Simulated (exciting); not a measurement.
A run of exciting (release sodium) is set up as follows.

File input.xml:

```xml
<input>
  <title>La3Hf</title>
  <structure speciespath="./" tshift="false">
    <crystal scale="1">
      <basevect>9.533917742585 0.000000000000 0.000000000000</basevect>
      <basevect>0.000000000000 9.533917742585 0.000000000000</basevect>
      <basevect>0.000000000000 0.000000000000 9.533917742585</basevect>
    </crystal>
    <species speciesfile="Hf.xml" rmt="2.3">
      <atom coord="0.000000000000 0.000000000000 0.000000000000"/>
    </species>
    <species speciesfile="La.xml" rmt="2.3">
      <atom coord="0.500000000000 0.500000000000 0.000000000000"/>
      <atom coord="0.500000000000 0.000000000000 0.500000000000"/>
      <atom coord="0.000000000000 0.500000000000 0.500000000000"/>
    </species>
  </structure>
  <groundstate do="fromscratch" ngridk="5 5 5" rgkmax="9.5" gmaxvr="14" lmaxapw="10" lmaxmat="10" lmaxvr="8" xctype="GGA_PBE_SOL" stype="Fermi Dirac" swidth="0.00183747" nempty="36" ValenceRelativity="iora*" epsengy="1e-05" epspot="1e-05" maxscl="60" tforce="true" outputlevel="normal"/>
</input>
```

Potentials or basis: all-electron LAPW+lo, shipped species files, valence relativity iora*.

Launch:

```bash
$ OMP_NUM_THREADS=1 exciting_smp
```

Task: Predict the band gap on the k mesh.

Result: None (metal or under the smearing width).

 Spin-orbit coupling is left out, which matters for the levels of Hf, La.
